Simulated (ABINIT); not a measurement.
RbP2:

```xyz
3
Lattice="3.5133 0.0000 0.0000 0.0000 3.5133 0.0000 0.0000 0.0000 5.8810" Properties=species:S:1:pos:R:3 pbc="T T T"
Rb    1.7567    1.7567    0.0000
P     0.0000    1.7567    2.9405
P     1.7567    0.0000    2.9405
```

The cell was built by a generator and needn't be a form met in nature.

* Program: ABINIT 10.8.3 (patched build)
* Task: relaxation of cell and atoms
* Functional: PBEsol
* Potentials or basis: PseudoDojo NC SR PBEsol v0.4 stringent
* Cutoff: 626 eV
* k mesh: 6 × 6 × 4
* Occupations: fermi-dirac, width 0.05 eV
* Spin: no spin polarisation

At the start: pressure -2.8 GPa; volume 24.20 Å³/atom.

Task: Where does the relaxation end?

Result: Over 9 steps the energy falls by 17.5 meV/atom and the volume is 22.47 Å³/atom (-7.1 %); space group P4/mmm (No. 123, to 0.05 Å).

The path:
```tsv
step	energy change (eV)	largest force (eV/Å)	pressure (GPa)	volume (Å³)
1	0.0000	0.0000	-2.82	72.59
2	-0.0108	0.0000	-2.56	71.97
3	-0.0498	0.0000	0.81	66.38
4	-0.0522	0.0000	-0.12	67.57
5	-0.0523	0.0000	0.02	67.39
6	-0.0523	0.0000	0.04	67.35
7	-0.0524	0.0000	0.05	67.34
8	-0.0524	0.0000	0.02	67.38
9	-0.0524	0.0000	0.00	67.41
```

Final structure:
```
Rb P
1.0
     3.41378    0.00000    0.00000
     0.00000    3.41378    0.00000
     0.00000    0.00000    5.78436
Rb P
1 2
Direct
  0.50000 0.50000 0.00000
  0.00000 0.50000 0.50000
  0.50000 0.00000 0.50000
```
